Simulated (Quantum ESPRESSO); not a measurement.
# HgS3 in Quantum ESPRESSO: the effect of functional

The system is HgS3.

```
Hg S
1.0
     0.00000    3.32568    3.32568
     3.32568    0.00000    3.32568
     3.32568    3.32568    0.00000
Hg S
1 3
Direct
  0.00000 0.00000 0.00000
  0.75000 0.75000 0.75000
  0.50000 0.50000 0.50000
  0.25000 0.25000 0.25000
```

The cell was built by a generator and needn't be a form met in nature.

Alike in all runs:

| Item | Value |
| --- | --- |
| Program | Quantum ESPRESSO 7.5 |
| Task | phonons |
| k mesh | 2 × 2 × 2, shifted |
| Occupations | fermi-dirac, width 0.05 eV |
| Spin | no spin polarisation |

Each run relaxes the cell or the atoms first.

```tsv
functional	potentials or basis	cutoff	relaxed volume (Å³/atom)	highest phonon frequency (cm⁻¹)
LDA	PseudoDojo 0.4.1 SR LDA standard	816 eV	?	?
PBE	PseudoDojo 0.4.1 SR PBE standard	898 eV	18.71	110
PBEsol	PseudoDojo 0.4.1 SR PBEsol standard	898 eV	17.49	125
RPBE	PseudoDojo 0.4.1 SR PBE standard	898 eV	19.40	100
AM05	PseudoDojo 0.4.1 SR PBE standard	898 eV	17.48	124
PW91	PseudoDojo 0.4.1 SR PBE standard	898 eV	18.78	110
vdW-DF-cx	PseudoDojo 0.4.1 SR PBE standard	898 eV	17.90	126
```

Task: What does the run with functional LDA give?

Result: Relaxed volume 17.08 Å³/atom; highest phonon frequency 130 cm⁻¹.

Caveats: all runs use coarse meshes; the mesh is thin for the phonons of a metal; some modes are imaginary; the potentials were made for another functional, which shifts forces and pressure (some runs).
